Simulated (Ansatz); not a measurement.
# Al2ClH5Si2: basis-set convergence

The task here is to estimate one member of a computed series from the others.

Method: one geometry, several basis sets; program: Ansatz 0.2.0, Gaussian basis.

The runs, in order: PBE0-D4/def2-SVP; ωB97M-V/def2-SVP; PBE0-D4/def2-QZVPP; ωB97M-V/def2-QZVPP; the functionals' def2-TZVPP values are taken from earlier runs.

## Structure used throughout

An earlier PBE0-D4 in a triple-zeta def2 set relaxation fixed the geometry.

SMILES `[Cl][AlH][Al]1[SiH2][SiH2]1`, 10 atoms, charge 0, spin multiplicity 1.

Atoms are counted from 1 here; the program's logs count them from 0.

Bond lengths: Cl1–Al2 2.109 Å, Al2–Al3 2.561 Å, Al2–H6 1.584 Å, Al3–Si4 2.432 Å, Al3–Si5 2.430 Å, Si4–Si5 2.320 Å, Si4–H7 1.488 Å, Si4–H8 1.495 Å, Si5–H9 1.488 Å, Si5–H10 1.496 Å. Angles: Cl1–Al2–Al3 114.6°, Cl1–Al2–H6 116.4°, Al3–Al2–H6 129.0°, Al2–Al3–Si4 151.4°, Al2–Al3–Si5 151.6°, Si4–Al3–Si5 57.0°, Al3–Si4–Si5 61.5°, Al3–Si4–H7 138.2°, Al3–Si4–H8 101.4°, Si5–Si4–H7 127.3°, Si5–Si4–H8 107.9°, H7–Si4–H8 110.9°, Al3–Si5–Si4 61.5°, Al3–Si5–H9 138.5°, Al3–Si5–H10 101.0°, Si4–Si5–H9 127.8°, Si4–Si5–H10 107.4°, H9–Si5–H10 110.8°.

The first run:

Contents of in.yaml:

```yaml
crystal:
  periodic: [false, false, false]
  atoms:
    - {symbol: Cl, position_ang: [-3.781484, 0.484858, 2.054217]}
    - {symbol: Al, position_ang: [-1.717887, 0.433947, 2.488051]}
    - {symbol: Al, position_ang: [-0.208052, 0.066708, 0.452060]}
    - {symbol: Si, position_ang: [0.729448, -1.359153, -1.280279]}
    - {symbol: Si, position_ang: [1.306343, 0.887819, -1.261886]}
    - {symbol: H, position_ang: [-1.312925, 0.626722, 4.007264]}
    - {symbol: H, position_ang: [1.647665, -2.525819, -1.378940]}
    - {symbol: H, position_ang: [-0.443394, -1.525829, -2.192333]}
    - {symbol: H, position_ang: [1.286613, 1.842925, -2.402645]}
    - {symbol: H, position_ang: [2.576774, 1.016723, -0.482509]}
basis:
  gaussian: {orbitals: def2-SVP}
hamiltonian: {xc: pbe0, dispersion: d4}
output: {orbitals: {seedname: orbitals}}
```

Steps of the session up to this table: PBE0-D4 in def2-SVP; ωB97M-V in def2-SVP; PBE0-D4 in def2-QZVPP; ωB97M-V in def2-QZVPP.

One of the session's tables, all rows but one given; the rest of the session is left out.

It belongs to the step «Functionals by basis». 

| functional | basis | HOMO (eV) | LUMO (eV) |
| --- | --- | --- | --- |
| PBE0-D4 | def2-SVP | -6.32 | -2.74 |
| PBE0-D4 | def2-TZVPP | -6.29 | -2.73 |
| PBE0-D4 | def2-QZVPP | -6.30 | -2.74 |
| ωB97M-V | def2-SVP | ? | ? |
| ωB97M-V | def2-TZVPP | -8.08 | -1.02 |
| ωB97M-V | def2-QZVPP | -8.10 | -1.06 |

**Question.** Estimate the row for ωB97M-V, def2-SVP.

**Answer.** HOMO (eV): -8.07; LUMO (eV): -0.99. In the column «HOMO (eV)» it lies between ωB97M-V, def2-TZVPP (-8.08) and PBE0-D4, def2-SVP (-6.32).
